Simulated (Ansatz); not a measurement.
**YLu2F3: from a guess to a relaxed structure**

Aim: relax a trial structure of YLu2F3 and see where it ends.

Method: DFT PBE, scalar-relativistic, plane waves, PAW, in Ansatz 0.2.0.

2 further runs of the same task are left out: 1 that didn't finish, 1 set aside as unsound or not needed. Runs told in other sessions of the task aren't counted.

## (1) Starting point

It takes space group P6/mmm (No. 191, hexagonal). Conventional cell: a = 5.839 Å, b = 5.839 Å, c = 3.299 Å, α = 90.00°, β = 90.00°, γ = 120.00°. Y (site symmetry 6/mmm) is surrounded by 2 Y at 3.30 Å and 12 F at 3.35 Å and 6 Lu at 3.37 Å. Around Lu (site symmetry -6m2) lie 6 F at 2.36 Å. F (site symmetry mmm) is surrounded by 4 Lu at 2.36 Å and 4 Y at 3.35 Å.

Coordinates:

```
CELL_PARAMETERS angstrom
5.83859 0.00000 0.00000
-2.91930 5.05637 0.00000
0.00000 0.00000 3.29882
ATOMIC_POSITIONS crystal
Y 0.00000 0.00000 0.00000
Lu 0.33333 0.66667 0.00000
Lu 0.66667 0.33333 0.00000
F 0.50000 0.00000 0.50000
F 0.50000 0.50000 0.50000
F 0.00000 0.50000 0.50000
```

A structure generator made this guess: species swapped into a database cell of CeB2Rh3 (P6/mmm, No. 191), with Y on the Ce sites, Lu on the B sites and F on the Rh sites. Lengths come from tabulated atomic sizes and are only a guess.

## (2) The guess as it stands, on a coarse mesh

Contents of input.yaml:

```yaml
crystal:
  lattice:
    - [5.83859418, 0.0, 0.0]
    - [-2.91929709, 5.05637088, 0.0]
    - [0.0, 0.0, 3.29882232]
  atoms:
    - { symbol: "Y", position: [0.0, 0.0, 0.0] }
    - { symbol: Lu, position: [0.33333333, 0.66666667, 0.0] }
    - { symbol: Lu, position: [0.66666667, 0.33333333, 0.0] }
    - { symbol: F, position: [0.5, 0.0, 0.5] }
    - { symbol: F, position: [0.5, 0.5, 0.5] }
    - { symbol: F, position: [0.0, 0.5, 0.5] }
basis:
  ecutwfc: 420
kpoints:
  mp_grid: { grid: [3, 3, 6] }
hamiltonian:
  xc: pbe
scf:
  occupations: { method: gaussian, width: 0.1 }
  lower_state_search: "off"
output:
  forces: true
  stress: true
  eigenvalues: true
```

On the command line:

```console
$ ansatz run input.yaml --threads 1 --pin off --max-ram 2560MiB --backend cpu --events-out ev --progress --plain --runs-dir out
```

The session goes on with these runs: a loose first relaxation; full relaxation.

Q: Predict the outcome of this session. Wanted: conventional cell; volume; energy over the elements; gap on the mesh.

The runs gave:

```
                                                              quantity                                                                       value
                                symmetry at the end (tolerance 0.05 Å)                                                space group P6/mmm (No. 191)
                                                     conventional cell  a = 5.785 Å, b = 5.785 Å, c = 3.813 Å, α = 90.00°, β = 90.00°, γ = 120.00°
                                                                volume                                                               18.42 Å³/atom
energy over the elements (uncorrected; H, N, O, F and Cl as molecules)                                                               -1.88 eV/atom
                                                       gap on the mesh                                                                none (metal)
```

**Reading.** The space group P6/mmm (No. 191) is kept, and the volume per atom grows by 13.5 % from the first guess. A negative formation energy is needed for stability but isn't enough; other structures and compounds were not set against it here. No finished test with a distortion of lower symmetry is shown, so the end may be a saddle point. The runs treat Lu without spin-orbit coupling.
